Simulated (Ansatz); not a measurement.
**W: energy and stress against strain**

The task, for W: see how energy and stress answer to the strain pattern (0, 1, 0, 0, 0, 0).

Method: DFT PBEsol, scalar-relativistic, plane waves, PAW, in Ansatz 0.2.0.

## (1) The system as given

The structure is cubic, space group Fm-3m (No. 225). Conventional cell: a = 4.060 Å, b = 4.060 Å, c = 4.060 Å, α = 90.00°, β = 90.00°, γ = 90.00°. W (site symmetry m-3m) is surrounded by 12 W at 2.87 Å.

As a file:

```
CELL_PARAMETERS angstrom
0.00000 2.03000 2.03000
2.03000 0.00000 2.03000
2.03000 2.03000 0.00000
ATOMIC_POSITIONS crystal
W 0.00000 0.00000 0.00000
```

No relaxation comes first: the listed cell is the starting point.

## (2) The reference cell

Reference values: F = -10256.0449 eV; pressure -12.59 GPa; largest force 0.000 eV/Å; gap on the mesh none (metal). It was computed beforehand with the settings of the runs below.

## (3) Next: energy and stress against strain

The cell is strained by ε times the Voigt pattern (0, 1, 0, 0, 0, 0) (xx, yy, zz, yz, xz, xy; engineering shear), with fractional coordinates fixed (clamped ions). The stress on the pattern is the sum of the stress components weighted by it, tension positive.

## (4) At ε = -0.1000

input.yaml reads:

```yaml
crystal:
  lattice:
    - [0.0, 1.827, 2.03]
    - [2.03, 0.0, 2.03]
    - [2.03, 1.827, 0.0]
  atoms:
    - { symbol: W, position: [0.0, 0.0, 0.0] }
basis:
  ecutwfc: 420
kpoints:
  mp_grid: { grid: [20, 20, 20] }
hamiltonian:
  xc: pbesol
scf:
  occupations: { method: gaussian, width: 0.15 }
output:
  forces: true
  stress: true
  eigenvalues: true
```

Started as:

```console
ansatz run input.yaml --threads 1 --pin off --max-ram 2560MiB --backend cpu --events-out ev --progress --plain --runs-dir out
```

## (5) Point ε = 0.0750

Edit input.yaml of step 4 so:

```diff
@@ -2,5 +2,5 @@
   lattice:
-    - [0.0, 1.827, 2.03]
+    - [0.0, 2.18225, 2.03]
     - [2.03, 0.0, 2.03]
-    - [2.03, 1.827, 0.0]
+    - [2.03, 2.18225, 0.0]
   atoms:
```

## (6) Point ε = -0.0500

Edit input.yaml of step 5 so:

```diff
@@ -2,5 +2,5 @@
   lattice:
-    - [0.0, 2.18225, 2.03]
+    - [0.0, 1.9285, 2.03]
     - [2.03, 0.0, 2.03]
-    - [2.03, 2.18225, 0.0]
+    - [2.03, 1.9285, 0.0]
   atoms:
```

## (7) ε = 0.0250

Edit input.yaml of step 6 so:

```diff
@@ -2,5 +2,5 @@
   lattice:
-    - [0.0, 1.9285, 2.03]
+    - [0.0, 2.08075, 2.03]
     - [2.03, 0.0, 2.03]
-    - [2.03, 1.9285, 0.0]
+    - [2.03, 2.08075, 0.0]
   atoms:
```

## (8) ε = 0.1000

Edit input.yaml of step 7 so:

```diff
@@ -2,5 +2,5 @@
   lattice:
-    - [0.0, 2.08075, 2.03]
+    - [0.0, 2.233, 2.03]
     - [2.03, 0.0, 2.03]
-    - [2.03, 2.08075, 0.0]
+    - [2.03, 2.233, 0.0]
   atoms:
```

## (9) At ε = -0.0750

Edit input.yaml of step 8 so:

```diff
@@ -2,5 +2,5 @@
   lattice:
-    - [0.0, 2.233, 2.03]
+    - [0.0, 1.87775, 2.03]
     - [2.03, 0.0, 2.03]
-    - [2.03, 2.233, 0.0]
+    - [2.03, 1.87775, 0.0]
   atoms:
```

## (10) At ε = 0.0500

Edit input.yaml of step 9 so:

```diff
@@ -2,5 +2,5 @@
   lattice:
-    - [0.0, 1.87775, 2.03]
+    - [0.0, 2.1315, 2.03]
     - [2.03, 0.0, 2.03]
-    - [2.03, 1.87775, 0.0]
+    - [2.03, 2.1315, 0.0]
   atoms:
```

## (11) Point ε = -0.0250

Edit input.yaml of step 10 so:

```diff
@@ -2,5 +2,5 @@
   lattice:
-    - [0.0, 2.1315, 2.03]
+    - [0.0, 1.97925, 2.03]
     - [2.03, 0.0, 2.03]
-    - [2.03, 2.1315, 0.0]
+    - [2.03, 1.97925, 0.0]
   atoms:
@@ -19 +19,5 @@
   eigenvalues: true
+  write_density: true
+  write_potential: true
+  elf: true
+  volumetric_format: npy
```

## (12) At ε = 0.0875

input.yaml reads:

```yaml
crystal:
  lattice:
    - [0.0, 2.207625, 2.03]
    - [2.03, 0.0, 2.03]
    - [2.03, 2.207625, 0.0]
  atoms:
    - { symbol: W, position: [0.0, 0.0, 0.0] }
basis:
  ecutwfc: 420
kpoints:
  mp_grid: { grid: [20, 20, 20] }
hamiltonian:
  xc: pbesol
scf:
  occupations: { method: gaussian, width: 0.15 }
output:
  forces: true
  stress: true
  eigenvalues: true
```

(Steps that only read results are left out.)

**Question.** What will these runs give? Wanted: slope of the stress at ε = 0, over ±0.0250.

**Answer**, as computed:

| quantity | value |
| --- | --- |
| slope of the stress at ε = 0, over ±0.0250 | 42 GPa |

In words: From the stress slope, C22 is about 42 GPa with the ions clamped. The reference stands under -12.6 GPa, so this is no zero-stress constant. The energy drops below the reference, by 88.5 meV/atom at ε = -0.1000; the cell was taken as given and not relaxed at this level. Spin-orbit coupling is left out for W.
